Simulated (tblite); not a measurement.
# C4H11BrO2Si2: the cost of one run

Computed with tblite 0.8.0 and PySCF 2.14.0, with density-fitted response routines of our own, on a single molecule in the gas phase. Atoms are numbered from 0 throughout.

**1. The molecule as given**

20 atoms, charge 0, multiplicity 1; geometry from: force field or distance geometry start.

Bonds of the start (Å): C0–C1 1.36, C1–C2 1.50, C1–Si3 1.87, Si3–Br4 2.22, Si3–O5 1.66, O5–Si6 1.65, Si6–C7 1.86, Si6–O8 1.66, C0–H9 1.08, C0–H10 1.09, C2–H11 1.09, C2–H12 1.08, C2–H13 1.10, Si3–H14 1.47, Si6–H15 1.47, C7–H16 1.09, C7–H17 1.10, C7–H18 1.09, O8–H19 0.97.

**2. Optimising the geometry with GFN2-xTB**

What the job is given:

```
{"job": {"kind": "relax", "xc": "GFN2-xTB", "basis": "xTB"}, "charge": 0, "multiplicity": 1}
C      1.931600     0.252600     1.270000
C      1.656400     0.257000    -0.059000
C      2.220100     1.305300    -0.965600
Si     0.603000    -1.044800    -0.883000
Br     1.792800    -2.919000    -0.946800
O     -0.789400    -1.360800    -0.029100
Si    -2.190400    -0.580300     0.357100
C     -1.955600     0.690300     1.694200
O     -3.294900    -1.742800     0.792900
H      2.540800     1.023000     1.726800
H      1.535500    -0.508900     1.942800
H      2.820200     2.034400    -0.424700
H      2.841300     0.866000    -1.733000
H      1.406000     1.864900    -1.457700
H      0.267200    -0.618600    -2.252800
H     -2.699000     0.088600    -0.843800
H     -1.266500     1.472900     1.376300
H     -2.913600     1.159500     1.942700
H     -1.562900     0.235700     2.608400
H     -2.947800    -2.464200     1.338700
```

Started as:

```sh
OMP_NUM_THREADS=1 python probes_run.py task.json out
```

One launch serves the whole session: the jobs run in the order shown.

**Question.** How long does this first job take on 1 thread of Intel Xeon at 2.50GHz, shared host, and how much memory does it need?

About 8.4 s, with a peak of 0.18 GiB.
